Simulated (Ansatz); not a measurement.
MoI:

```xyz
2
Lattice="3.6233 0.0000 0.0000 0.0000 3.6233 0.0000 0.0000 0.0000 5.0421" Properties=species:S:1:pos:R:3 pbc="T T T"
Mo    1.8116    1.8116    2.5210
I     0.0000    0.0000    2.5210
```

The cell was built by a generator and needn't be a form met in nature.

- Program: Ansatz 0.2.0
- Task: relaxation of cell and atoms
- Functional: PBE
- Dispersion: D3(BJ)
- Potentials or basis: Ansatz PAW
- Cutoff: 420 eV (not typed: the program's choice for these potentials)
- k mesh: 7 × 7 × 5
- Occupations: fermi-dirac, width 0.05 eV
- Spin: no spin polarisation

At the start: volume 33.10 Å³/atom.

How do energy, volume and symmetry change on relaxing?

It ends after 17 steps and the volume is 22.78 Å³/atom (-31.2 %); space group P4/mmm (No. 123, to 0.05 Å).

The path:
```tsv
step	energy change (eV)	largest force (eV/Å)	volume (Å³)
1	0.0000	0.0000	66.19
2	-0.3883	0.0000	70.76
3	-0.5284	0.0000	67.97
4	-0.7033	0.0000	64.68
5	-0.9111	0.0000	61.29
6	-1.1482	0.0000	57.47
7	-1.4015	0.0000	53.51
8	-1.6491	0.0000	49.99
9	-1.8474	0.0000	46.53
10	-1.8632	0.0000	45.49
11	-1.8642	0.0000	45.83
12	-1.8646	0.0000	45.75
13	-1.8648	0.0000	45.55
14	-1.8649	0.0000	45.61
15	-1.8650	0.0000	45.55
16	-1.8650	0.0000	45.57
17	-1.8645	0.0000	45.57
```

Final structure:
```
Mo I
1.0
     3.83589    0.00000    0.00000
     0.00000    3.83589    0.00000
     0.00000    0.00000    3.09678
Mo I
1 1
Cartesian
  1.9179 1.9179 1.5484
  0.0000 0.0000 1.5484
```

Caveat: the volume moved by over 15 % at a fixed basis, so the end points are rough; the plane-wave basis is chosen anew once the cell has moved, so the energies of steps on either side of that aren't comparable; an odd number of electrons without spin polarisation forces a metal; a magnetic or distorted state may lie lower.
